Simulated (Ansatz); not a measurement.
# LaS (Pm-3m): an equation of state far from equilibrium

The task here is to estimate one member of a computed series from the others.

Method: DFT r²SCAN, scalar-relativistic, plane waves, PAW, in Ansatz 0.2.0.

### Starting point

Symmetry: Pm-3m, No. 221, cubic system. Conventional cell: a = 3.582 Å, b = 3.582 Å, c = 3.582 Å, α = 90.00°, β = 90.00°, γ = 90.00°. La (site symmetry m-3m) is surrounded by 8 S at 3.10 Å. Around S (site symmetry m-3m) lie 8 La at 3.10 Å.

As a file:

```cif
data_structure
_symmetry_space_group_name_H-M 'P 1'
_symmetry_Int_Tables_number 1
_cell_length_a 3.5824
_cell_length_b 3.5824
_cell_length_c 3.5824
_cell_angle_alpha 90.000
_cell_angle_beta 90.000
_cell_angle_gamma 90.000
_cell_volume 45.97
loop_
_atom_site_label
_atom_site_type_symbol
_atom_site_fract_x
_atom_site_fract_y
_atom_site_fract_z
_atom_site_occupancy
La1 La 0.00000 0.00000 0.00000 1
S1 S 0.50000 0.50000 0.50000 1
```

An earlier run at r²SCAN left this cell at 22.987 Å³/atom and -0.09 GPa (12×12×12 mesh).

The first run:

File input.yaml:

```yaml
crystal:
  lattice:
    - [3.5339785892, 0.0, 0.0]
    - [0.0, 3.5339785892, 0.0]
    - [0.0, 0.0, 3.5339785892]
  atoms:
    - { symbol: La, position: [0.0, 0.0, 0.0] }
    - { symbol: S, position: [0.5, 0.5, 0.5] }
basis:
  ecutwfc: 500
  ecutrho_ratio: 4
kpoints:
  mp_grid: { grid: [12, 12, 12] }
hamiltonian:
  xc: r2scan
scf:
  occupations: { method: gaussian, width: 0.05 }
output:
  forces: true
  stress: true
  eigenvalues: true
```

On the command line:

```bash
$ ansatz run input.yaml --threads 1 --pin off --max-ram 2560MiB --backend cpu --events-out ev --progress --plain --runs-dir out
```

Steps of the session up to this table: Volume × 0.96; Volume × 1.04; Volume × 0.92; Volume × 0.88; Volume × 0.84; Volume × 0.8; Volume × 0.76; Volume × 0.72.

One table of the session follows, with a row left open; its other results are not shown here.

| volume (Å³/atom) | energy above the lowest (meV/atom) | pressure (GPa) |
| --- | --- | --- |
| 16.551 | 810.2 | 53.1 |
| 17.470 | ? | ? |
| 18.390 | 347.3 | 29.3 |
| 19.309 | 204.9 | 20.7 |
| 20.229 | 106.9 | 13.8 |
| 21.148 | 44.4 | 8.2 |
| 22.068 | 9.5 | 3.6 |
| 22.987 | 0.0 | -0.1 |
| 23.907 | 9.5 | -3.1 |

Estimate the missing values for volume (Å³/atom) = 17.470.

Worked estimate for «energy above the lowest (meV/atom)». A straight line through the neighbours (16.551, 810.2) and (18.390, 347.3) gives 810.2 + (347.3 − 810.2) × (17.470 − 16.551) / (18.390 − 16.551) = 578.9; a parabola fitted to 3 rows on both sides gives 549.2.

**Answer.** energy above the lowest (meV/atom): 544.7; pressure (GPa): 39.9. In «energy above the lowest (meV/atom)» the line misses by +34.2 and the parabola by +4.5.

Limits of these values: The k mesh is not the same at all volumes. Other structures may be lower in enthalpy at these pressures.
